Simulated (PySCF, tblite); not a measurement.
# Ge2H11NSi2: geometry, infrared bands and NMR shifts

Aim: predict the infrared bands and NMR shifts of Ge2H11NSi2 (`[SiH3][GeH2][N]([SiH3])[GeH3]`).

Programs: tblite 0.8.0 and PySCF 2.14.0, with density-fitted response routines of our own. Each step states its level of theory. These are calculated values for one molecule in the gas phase, unless marked as measured. Atoms are numbered from 0 throughout.

## (1) The starting structure

16 atoms, charge 0, multiplicity 1; geometry from: force field or distance geometry start.

Bonds of the start (Å): Si0–Ge1 2.34, Ge1–N2 1.83, N2–Si3 1.75, N2–Ge4 1.85, Si0–H5 1.46, Si0–H6 1.47, Si0–H7 1.48, Ge1–H8 1.56, Ge1–H9 1.52, Si3–H10 1.46, Si3–H11 1.48, Si3–H12 1.50, Ge4–H13 1.56, Ge4–H14 1.56, Ge4–H15 1.57.

## (2) Optimising the geometry with GFN2-xTB

The job: settings as JSON, then the geometry in Å.

```
{"job": {"kind": "relax", "xc": "GFN2-xTB", "basis": "xTB"}, "charge": 0, "multiplicity": 1}
Si     2.611700    -0.822900     0.324800
Ge     0.970900     0.713400    -0.324700
N     -0.602500     0.283700     0.511400
Si    -1.131400    -1.376500     0.350300
Ge    -1.945000     1.549300     0.358100
H      2.043000    -2.151900     0.114900
H      3.803900    -0.606700    -0.510000
H      2.922300    -0.559300     1.745700
H      1.440300     2.087400     0.245700
H      0.901000     0.748900    -1.847000
H     -1.586800    -1.786600    -0.969700
H     -0.088600    -2.301700     0.853700
H     -2.274500    -1.558900     1.299900
H     -3.331200     0.865300     0.531000
H     -1.886700     2.361800    -0.976300
H     -1.853900     2.563600     1.548400
```

Started as:

```console
OMP_NUM_THREADS=1 python probes_run.py task.json out
```

The driver reads the jobs from task.json and runs them one after another.

**Question.** This job is followed by: GFN2-xTB harmonic vibrations, gas phase; GIAO PBE0/pcSseg-1 NMR shielding, non-relativistic, gas phase. What will the session give for the following? strongest single infrared mode (GFN2-xTB); zero-point energy (GFN2-xTB); 1H shifts against TMS (PBE0/pcSseg-1, means over atoms taken as alike); 29Si shifts against TMS (PBE0/pcSseg-1); 73Ge shifts against GeMe4 (PBE0/pcSseg-1); 15N shifts against NH3 (PBE0/pcSseg-1); surface potential, 1st and 99th percentile.

As calculated:

```
                                                              quantity                       value
                             strongest single infrared mode (GFN2-xTB)        742 cm⁻¹, 794 km/mol
                                          zero-point energy (GFN2-xTB)               55.5 kcal/mol
1H shifts against TMS (PBE0/pcSseg-1, means over atoms taken as alike)  5.10, 4.80, 4.61, 3.74 ppm
                               29Si shifts against TMS (PBE0/pcSseg-1)           -45.8, -108.5 ppm
                             73Ge shifts against GeMe4 (PBE0/pcSseg-1)               -95, -102 ppm
                                15N shifts against NH3 (PBE0/pcSseg-1)                   -18.0 ppm
                                 surface potential, 1st and 99th percentile          -0.41 V and 1.23 V
```

Over 135 steps the energy fell by 0.471 eV; of the close pairs, Ge4–H15 changed most, 1.566 to 1.499 Å. No mode is imaginary among the 42: a minimum at this level. The strongest single mode, at 742 cm⁻¹, is spread over many atoms; the largest shares are those of N2. Unscaled tight-binding wavenumbers are off by several per cent, some by more. Its intensities can rank the bands wrongly. By nearest atom (PBE0/pcSseg-1), the HOMO sits on N2 58 %; H9, H10, H14 about 8 % each and the LUMO on Ge1 15 %; N2 9 %. Spin-orbit coupling is left out, which matters for shieldings and couplings at and beside the heavy atoms.
